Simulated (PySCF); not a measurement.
# C8H8FN: the cost of one run

Computed with PySCF 2.14.0 and routines of our own; the level stands in each step. Atoms count from 0.

## (1) The system as given

18 atoms, charge 0, multiplicity 1; geometry from: GFN2-xTB.

## (2) Excited states: TDA BHandHLYP/def2-SVP

What the job is given:

```
{"job": {"kind": "states", "xc": "BHandHLYP", "basis": "def2-SVP", "tda": true, "soc": true, "nstates": 5, "ntriplets": 5, "nquad": 4}, "charge": 0, "multiplicity": 1}
C     -2.143974     0.975832    -0.115184
C     -0.719620     0.503575    -0.043974
C      0.326011     1.449625    -0.102559
C      1.570814     0.923495    -0.018370
C      1.843334    -0.425957     0.111049
C      0.869682    -1.351549     0.163177
F      1.073444    -2.694599     0.271627
C     -0.465287    -0.868937     0.083203
N     -1.496980    -1.780371     0.209155
C      2.996446     0.514409     0.054573
H     -2.641220     0.592396    -1.008386
H     -2.704850     0.640066     0.756590
H     -2.180511     2.060986    -0.151616
H      0.107303     2.501939    -0.203969
H     -2.371446    -1.535483    -0.224020
H     -1.228436    -2.744874     0.088592
H      3.555060     0.707894     0.964119
H      3.601473     0.537872    -0.845662
```

Method: TDA BHandHLYP/def2-SVP excited states, vertical, gas phase, spin-orbit mean-field couplings.

Command:

```bash
OMP_NUM_THREADS=1 python excited_run.py task.json out
```

One launch serves the whole session: the jobs run in the order shown.

**Question.** How long does this job take on 1 thread of Arm Neoverse V1, shared host, and how much memory does it need?

About 47 s, with a peak of 0.88 GiB.
